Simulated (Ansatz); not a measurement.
# KLi (Lithium Potassium): CCSDT/def2-TZVP

Aim: the vertical singlet–triplet gap of KLi (Lithium Potassium) at CCSDT/def2-TZVP, from 2 runs. 

The calculation is run with Ansatz 0.2.0.

38 further runs of the same task are left out: 38 set aside as unsound or not needed.

## Step 1: The molecule

The species is KLi (2 atoms), meant as a singlet with charge 0. As SMILES, `[Li][K]`. Geometry: the measured bond length.

Bond lengths: Li1–K2 3.270 Å.

## Step 2: A single-point energy at CCSDT/def2-TZVP

run.yaml reads:

```yaml
basis:
  gaussian:
    orbitals: def2-TZVP
crystal:
  periodic: [false, false, false]
  atoms:
    - symbol: Li
      position_ang: [0.000000, 0.000000, 0.000000]
    - symbol: K
      position_ang: [0.000000, 0.000000, 3.270000]
correlation:
  method: ccsdt
  frozen_orbitals: {K: 5, Li: 0}
accuracy: high
scf:
  omitted_lower_state_checks: [cluster_reference, increment]
```

On the command line:

```
ansatz run run.yaml --threads 1 --pin off --max-ram 3480MiB --events-out events.jsonl --progress --plain --runs-dir runs
```

The log of the run, cut to the lines that bear on the results:

```text
Warning: RAYON_NUM_THREADS=1 ignored (pool sized by the plan → 1); use --threads N
Functional definition: HF
  name "HF"
[...]
820 factors; integrals over basis functions are off by at most 4.0e-9 eV
[...]
mean field -16506.00531035 eV, -606.5845069830 hartree, gradient 7.3e-9 eV, S^2 0.000000; 1 other end points of the search recorded, 0 dependent functions left out; unrestricted orbitals would lower it
5 core orbitals not correlated: weight in the atoms' cores, before any rotation towards them, 1.000 or more for the frozen orbitals, at most 0.000 for the correlated occupied ones
reference -16506.00531035 eV, -606.5845069830 hartree; 6, 6 occupied and 36, 36 virtual orbitals, 820 factors
second order -5.61838128 eV of doubles, -0.00000000 eV of singles
cycle   1  -6.09365495 eV  change   -4.8e-1 eV  update   8.5e-2
[...]
cycle  23  -6.36557308 eV  change   1.4e-10 eV  update  8.7e-10
Total energy: -16512.37088343 eV, -606.8184374791 hartree
Checks for a lower state left out: cluster_reference, increment
```

It took 11 s on 1 thread of Intel Xeon Platinum 8488C (Sapphire Rapids), shared host; peak memory 0.22 GiB.

## Step 3: The triplet at the same level

input.yaml reads:

```yaml
crystal:
  periodic: [false, false, false]
  atoms:
    - symbol: Li
      position_ang: [0.000000, 0.000000, 0.000000]
    - symbol: K
      position_ang: [0.000000, 0.000000, 3.270000]
basis:
  gaussian: {orbitals: def2-TZVP}
magnetization: {spin_polarized: true, initial_magnetization: 2}
correlation: {method: ccsdt, frozen_orbitals: {K: 5, Li: 0}}
accuracy: high
scf: {omitted_lower_state_checks: [cluster_reference, increment]}
```

On the command line:

```
ansatz run input.yaml --threads 1 --pin off --max-ram 3480MiB --events-out events.jsonl --progress --plain --runs-dir runs
```

The log of the run, cut to the lines that bear on the results:

```text
Warning: RAYON_NUM_THREADS=1 ignored (pool sized by the plan → 1); use --threads N
[... 2 set-up lines as earlier in the session ...]
[...]
820 factors; integrals over basis functions are off by at most 4.0e-9 eV
[...]
mean field -16505.63068048 eV, -606.5707395892 hartree, gradient 4.8e-8 eV, S^2 2.000203; 9 other end points of the search recorded, 0 dependent functions left out
5 core orbitals not correlated: weight in the atoms' cores, before any rotation towards them, 1.000 or more for the frozen orbitals, at most 0.000 for the correlated occupied ones
reference -16505.63068048 eV, -606.5707395892 hartree; 7, 5 occupied and 35, 37 virtual orbitals, 820 factors
second order -5.24349997 eV of doubles, -0.00000000 eV of singles
cycle   1  -5.62273183 eV  change   -3.8e-1 eV  update   4.6e-2
[...]
cycle  22  -5.78194449 eV  change   2.7e-10 eV  update   1.1e-9
Total energy: -16511.41262497 eV, -606.7832221302 hartree
Checks for a lower state left out: cluster_reference, increment
```

Wall time 28 s (1 thread of Intel Xeon Platinum 8488C (Sapphire Rapids), shared host); peak memory 0.39 GiB.

## Step 4: Results

At CCSDT/def2-TZVP, 5 core orbitals frozen:

| quantity | value |
| --- | --- |
| singlet: total energy | -606.81844 Eh |
| singlet: correlation energy (5 core orbitals frozen) | -233.9 mEh |
| singlet: T1 diagnostic | 0.011 |
| triplet: total energy | -606.78322 Eh |
| triplet: correlation energy (5 core orbitals frozen) | -212.5 mEh |
| triplet: ⟨S²⟩ of the reference determinant | 2.000 |
| triplet: T1 diagnostic | 0.014 |
| vertical energy of the triplet above the singlet | 0.958 eV |

At this shape the triplet lies 0.96 eV (22.1 kcal/mol) above the singlet. The restricted solution (singlet) is unstable to spin breaking: an unrestricted one lies lower.
